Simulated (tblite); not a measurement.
# C7H8F2: the cost of one run

The runs use tblite 0.8.0 and PySCF 2.14.0, with density-fitted response routines of our own; the level of theory stands in each step. All values are computed, except where a source is named. Atoms count from 0, in the outputs and in this text.

## 1. The molecule as given

17 atoms, charge 0, multiplicity 1; geometry from: force field or distance geometry start.

Bonds of the start (Å): C0–C1 1.35, C1–C2 1.44, C2–C3 1.32, C3–F4 1.36, C3–C5 1.47, C5–C6 1.48, C6–F7 1.37, C6–C8 1.49, C8–C1 1.48, C0–H9 1.08, C0–H10 1.07, C2–H11 1.08, C5–H12 1.12, C5–H13 1.12, C6–H14 1.13, C8–H15 1.10, C8–H16 1.11.

## 2. Relaxing the molecule with GFN2-xTB

Job settings and geometry (Å):

```
{"job": {"kind": "relax", "xc": "GFN2-xTB", "basis": "xTB"}, "charge": 0, "multiplicity": 1}
C      2.422600     0.180300     0.062500
C      1.106000     0.178400    -0.214200
C      0.371200     1.405200    -0.368800
C     -0.921600     1.390900    -0.084300
F     -1.638400     2.538600    -0.222100
C     -1.641600     0.205200     0.404200
C     -0.975500    -1.110000     0.256200
F     -1.764600    -1.911200    -0.533700
C      0.395400    -1.115100    -0.337000
H      2.923700    -0.767100     0.184100
H      2.944100     1.113000     0.160900
H      0.852100     2.302600    -0.726500
H     -2.631500     0.165700    -0.120100
H     -1.889800     0.377600     1.484700
H     -0.906000    -1.641200     1.246200
H      0.351900    -1.422800    -1.394800
H      0.995000    -1.878100     0.192900
```

Started as:

```sh
> OMP_NUM_THREADS=1 python probes_run.py task.json out
```

The driver reads the jobs from task.json and runs them one after another.

**Question.** How long does this first job take on 1 thread of Arm Neoverse N1, shared host, and how much memory does it need?

About 1 s, with a peak of 0.18 GiB.
